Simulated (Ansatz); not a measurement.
**CdSe: further runs on the relaxed cell**

The task here is to estimate one member of a computed series from the others.

Computed with Ansatz 0.2.0 (DFT r2SCAN, scalar-relativistic, plane waves, PAW, unless a step's input says otherwise).

1 further run of the same task is left out (set aside as unsound or not needed).

## The structure to begin with

It takes space group F-43m (No. 216, cubic). Conventional cell: a = 6.134 Å, b = 6.134 Å, c = 6.134 Å, α = 90.00°, β = 90.00°, γ = 90.00°. Around Cd (site symmetry -43m) lie 4 Se at 2.66 Å. Se (site symmetry -43m) has 4 Cd at 2.66 Å as nearest neighbours.

Coordinates:

```cif
data_structure
_symmetry_space_group_name_H-M 'P 1'
_symmetry_Int_Tables_number 1
_cell_length_a 4.3371
_cell_length_b 4.3371
_cell_length_c 4.3371
_cell_angle_alpha 60.000
_cell_angle_beta 60.000
_cell_angle_gamma 60.000
_cell_volume 57.69
loop_
_atom_site_label
_atom_site_type_symbol
_atom_site_fract_x
_atom_site_fract_y
_atom_site_fract_z
_atom_site_occupancy
Cd1 Cd 0.00000 0.00000 0.00000 1
Se1 Se 0.75000 0.75000 0.75000 1
```

It goes back to an entry of the Materials Project, which need not be the stable form.

This cell was relaxed beforehand with the same method: volume 28.84 Å³/atom, gap on the mesh 1.04 eV.

The first run:

input.yaml reads:

```yaml
crystal:
  lattice:
    - [0.0, 3.0667875603, 3.0667875603]
    - [3.0667875603, 0.0, 3.0667875603]
    - [3.0667875603, 3.0667875603, 0.0]
  atoms:
    - { symbol: Cd, position: [0.0, 0.0, 0.0] }
    - { symbol: Se, position: [0.75, 0.75, 0.75] }
basis:
  ecutwfc: 500
kpoints:
  mp_grid: { grid: [8, 8, 8] }
  band_path:
    path:
      - [[0.0, 0.0, 0.0], [-0.5, -0.5, 0.0], [-0.375, -0.375, 0.25]]
      - [[-0.375, 0.0, 0.375], [0.0, 0.0, 0.0], [0.0, 0.0, 0.5], [-0.5, -0.25, 0.25], [-0.5, -0.5, 0.0]]
    npoints: 14
hamiltonian:
  xc: r2scan
scf:
  occupations: { method: gaussian, width: 0.02 }
  n_extra_bands: 6
output:
  forces: true
  stress: true
  eigenvalues: true
  populations: true
  dos: { projected: true, de: 0.02, nscf_kmesh: { grid: [12, 12, 12] } }
  bader: true
  write_density: true
  write_potential: true
  elf: true
  volumetric_format: npy
```

On the command line:

```bash
ansatz run input.yaml --threads 2 --pin off --max-ram 5120MiB --backend cpu --events-out ev --progress --plain --runs-dir out
```

Steps of the session up to this table: Bands, states and charges; Seeking the band edges over the whole zone; Eigenvalues a small step from each edge; Volume × 0.97; Point at V/V0 = 1.03; Volume × 0.94; Point at V/V0 = 1.06.

One of the session's tables, all rows but one given; the rest of the session is left out.

| volume (Å³/atom) | energy above the lowest point (meV/atom) | pressure (GPa) | gap on the mesh (eV) |
| --- | --- | --- | --- |
| 27.113 | 18.7 | 3.67 | 1.18 |
| 27.978 | ? | ? | ? |
| 28.844 | 0.0 | 0.00 | 1.04 |
| 29.709 | 4.0 | -1.43 | 0.97 |
| 30.574 | 15.0 | -2.63 | 0.91 |

Estimate the missing values for volume (Å³/atom) = 27.978.

Worked estimate for «energy above the lowest point (meV/atom)». A straight line through the neighbours (27.113, 18.7) and (28.844, 0.0) gives 18.7 + (0.0 − 18.7) × (27.978 − 27.113) / (28.844 − 27.113) = 9.4; a parabola fitted to 3 rows on both sides gives 4.9.

**Answer.** energy above the lowest point (meV/atom): 4.4; pressure (GPa): 1.68; gap on the mesh (eV): 1.11. In «energy above the lowest point (meV/atom)» the line misses by +5.0 and the parabola by +0.5.
